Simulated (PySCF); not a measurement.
# C₃H₅AlO₂: a tour of settings, part 2 of 2

PySCF 2.14.0. Atoms count from 0.

## (6) J couplings: HSE06/def2-TZVP

The job: settings as JSON, then the geometry in Å.

```
{"job": {"kind": "j", "xc": "HSE06", "basis": "def2-TZVP", "scf": {"damp": 0.3, "conv": 1e-06}}, "charge": 0, "multiplicity": 1}
C      1.366782     0.416117     0.002861
C      1.038478    -0.914494     0.227191
O     -0.142693    -1.365235     0.239863
Al    -1.747697    -0.533377    -0.009907
O     -0.877956     1.053371    -0.245432
C      0.353344     1.338239    -0.224611
H      2.395385     0.729982     0.006066
H      1.846762    -1.635637     0.407311
H     -2.341932    -0.981534    -1.357974
H     -2.507581    -0.493161     1.328440
H      0.622530     2.388399    -0.399771
```

Level: HSE06/def2-TZVP indirect spin-spin coupling, non-relativistic, gas phase.

Standard output:

```text
damping 0.30 in the first 6 cycles
final grid: 94792 points
cycle   1  E = -509.8380216821  dE =  9.771e-01  |g| = 9.413e-01  |ddm| = 2.673e+00
cycle   2  E = -509.8020795559  dE =  3.594e-02  |g| = 1.030e+00  |ddm| = 1.289e+00
cycle   3  E = -509.7725505829  dE =  2.953e-02  |g| = 1.116e+00  |ddm| = 1.378e+00
cycle   4  E = -509.6361183824  dE =  1.364e-01  |g| = 1.369e+00  |ddm| = 1.611e+00
cycle   5  E = -509.5809027370  dE =  5.522e-02  |g| = 1.497e+00  |ddm| = 1.819e+00
cycle   6  E = -507.0925424236  dE =  2.488e+00  |g| = 3.677e+00  |ddm| = 5.312e+00
cycle   7  E = -492.0548456295  dE =  1.504e+01  |g| = 7.103e+00  |ddm| = 7.691e+00
cycle   8  E = -508.4529861584  dE = -1.640e+01  |g| = 1.696e+00  |ddm| = 5.550e+00
cycle   9  E = -504.0058711285  dE =  4.447e+00  |g| = 3.293e+00  |ddm| = 5.917e+00
cycle  10  E = -509.9579404018  dE = -5.952e+00  |g| = 3.584e-01  |ddm| = 5.520e+00
cycle  11  E = -509.9867003597  dE = -2.876e-02  |g| = 1.966e-01  |ddm| = 3.929e-01
cycle  12  E = -509.9957367552  dE = -9.036e-03  |g| = 9.065e-02  |ddm| = 1.642e-01
cycle  13  E = -509.9976190992  dE = -1.882e-03  |g| = 4.939e-02  |ddm| = 6.501e-02
cycle  14  E = -509.9984090074  dE = -7.899e-04  |g| = 1.326e-02  |ddm| = 4.909e-02
cycle  15  E = -509.9984476926  dE = -3.869e-05  |g| = 6.122e-03  |ddm| = 1.543e-02
cycle  16  E = -509.9984550042  dE = -7.312e-06  |g| = 2.314e-03  |ddm| = 5.926e-03
cycle  17  E = -509.9984561871  dE = -1.183e-06  |g| = 3.539e-04  |ddm| = 1.781e-03
cycle  18  E = -509.9984562068  dE = -1.972e-08  |g| = 1.251e-04  |ddm| = 2.557e-04
converged SCF energy = -509.9984562068

Indirect spin-spin couplings (Hz)
  i      j    bonds     total        FC       PSO       DSO        SD
  0 C    1 C    1     58.293    64.137    -6.114     0.270         -
  0 C    2 O    2      4.498     1.640     2.835     0.022         -
  0 C    3 Al   3      5.429     5.506    -0.038    -0.039         -
  0 C    4 O    2      4.487     1.633     2.832     0.022         -
  0 C    5 C    1     58.238    64.075    -6.107     0.270         -
  0 C    6 H    1    157.707   155.921     0.830     0.956         -
  0 C    7 H    2     13.011    13.926    -0.638    -0.276         -
  0 C    8 H    4     -0.162    -0.014     0.102    -0.250         -
  0 C    9 H    4     -0.163    -0.015     0.103    -0.252         -
  0 C   10 H    2     13.043    13.957    -0.637    -0.276         -
  1 C    2 O    1     28.423    15.478    13.068    -0.123         -
  1 C    3 Al   2     -1.500    -1.413    -0.009    -0.078         -
  1 C    4 O    3     -2.437    -1.490    -0.948     0.002         -
  1 C    5 C    2     -1.458    -2.478     1.008     0.013         -
  1 C    6 H    2      5.657     6.900    -0.990    -0.253         -
  1 C    7 H    1    167.122   166.805    -0.734     1.051         -
  1 C    8 H    3      0.284     0.436     0.171    -0.324         -
  1 C    9 H    3      0.297     0.450     0.172    -0.325         -
  1 C   10 H    3      6.441     6.425     0.488    -0.472         -
  2 O    5 C    3     -2.435    -1.489    -0.947     0.002         -
  2 O    6 H    3     -1.865    -2.878     0.705     0.308         -
  2 O    7 H    2    -12.357   -14.029     1.451     0.221         -
  2 O    8 H    2     -9.779    -9.922     0.102     0.041         -
  2 O    9 H    2     -9.787    -9.930     0.102     0.041         -
  2 O   10 H    4      0.361     0.443    -0.330     0.248         -
  3 Al   5 C    2     -1.488    -1.398    -0.011    -0.078         -
  3 Al   6 H    4     -0.398    -0.266     0.292    -0.424         -
  3 Al   7 H    3      4.830     4.950     0.371    -0.491         -
  3 Al   8 H    1    229.865   231.070    -1.597     0.392         -
  3 Al   9 H    1    230.014   231.221    -1.599     0.392         -
  3 Al  10 H    3      4.820     4.940     0.370    -0.491         -
  4 O    5 C    1     28.390    15.427    13.086    -0.123         -
  4 O    6 H    3     -1.867    -2.880     0.705     0.308         -
  4 O    7 H    4      0.363     0.445    -0.330     0.248         -
  4 O    8 H    2     -9.765    -9.909     0.103     0.040         -
  4 O    9 H    2     -9.768    -9.912     0.103     0.040         -
  4 O   10 H    2    -12.337   -14.012     1.454     0.221         -
  5 C    6 H    2      5.618     6.861    -0.990    -0.252         -
  5 C    7 H    3      6.451     6.435     0.488    -0.472         -
  5 C    8 H    3      0.284     0.436     0.172    -0.324         -
  5 C    9 H    3      0.298     0.451     0.173    -0.325         -
  5 C   10 H    1    167.098   166.782    -0.735     1.051         -
  6 H    7 H    3      2.695     2.789     0.206    -0.300         -
  6 H    8 H    5     -0.437    -0.089     0.942    -1.289         -
  6 H    9 H    5     -0.435    -0.086     0.944    -1.292         -
  6 H   10 H    3      2.687     2.781     0.206    -0.299         -
  7 H    8 H    4     -0.186     0.154     0.966    -1.305         -
  7 H    9 H    4     -0.184     0.156     0.967    -1.307         -
  7 H   10 H    4      2.594     2.954     1.472    -1.832         -
  8 H    9 H    2     24.109    25.321     1.109    -2.321         -
  8 H   10 H    4     -0.187     0.152     0.966    -1.304         -
  9 H   10 H    4     -0.186     0.154     0.967    -1.306         -
```

Wall time 57 s (1 thread of Intel Xeon Platinum 8488C, shared host); peak memory 1.1 GiB.

The basis is not made for couplings: without tight functions at the nuclei these values are rough.

In short: J(Al3,H8) 229.9 Hz, J(C1,H7) 167.1 Hz, J(C0,H6) 157.7 Hz (means over like pairs).

## (7) Run by run: spin-spin couplings

Couplings (Hz), each a mean over the pairs like the one named, with basis size and wall time:

| run | Al3–H8 | C1–H7 | C0–H6 | C0–C1 | H8–H9 | C0–H7 | C1–O2 | functions | time |
| --- | --- | --- | --- | --- | --- | --- | --- | --- | --- |
| PBE/6-31G* | 237.9 | 173.2 | 159.1 | 73.6 | 25.5 | 11.7 | 10.6 | 98 | 10 s |
| PBE0/aug-pcSseg-1 in acetone | 251.7 | 180.9 | 173.5 | 85.0 | 19.7 | 8.3 | 6.3 | 208 | 48 s |
| HSE06/def2-TZVP | 229.9 | 167.1 | 157.7 | 58.3 | 24.1 | 13.0 | 28.4 | 222 | 57 s |

## (8) Results

This closing draws on all 2 parts.

```
                                                               quantity                                            value
                             largest coupling of the table (PBE/6-31G*)                        1J(Al,H) Al3–H8, 237.9 Hz
13C shifts against TMS (PBE0/def2-SVP, means over atoms taken as alike)                                 180.8, 103.4 ppm
 1H shifts against TMS (PBE0/def2-SVP, means over atoms taken as alike)                             8.26, 5.45, 4.50 ppm
17O shifts against H2O (PBE0/def2-SVP, means over atoms taken as alike)                                        299.1 ppm
                                       shieldings of Al (PBE0/def2-SVP)                                    Al3 472.1 ppm
                               range of J(Al3,H8), mean over like pairs                                229.9 to 251.7 Hz
                                          property runs in this session  5, of which 1 failed and 0 gave unsound results
```

What this shows: Single values in the summary come from the first run of each kind that ended normally (PBE/6-31G*; PBE0/def2-SVP), which need not be the best level. Of the pairs tabulated at PBE/6-31G*, Al3–H8 (mean over like pairs) couples most strongly (237.9 Hz; Fermi contact 239.0 Hz). Couplings across rotatable bonds belong to this one conformer; where others are populated, the observed values are averages. At PBE0/def2-SVP: The largest span, 543 ppm, is at O2, O4, where the paramagnetic term is -351 ppm. The coupling Al3–H8, as a mean over pairs of its kind, runs from 229.9 Hz (HSE06/def2-TZVP) to 251.7 Hz (PBE0/aug-pcSseg-1 in acetone). Couplings from bases without tight functions are rough.
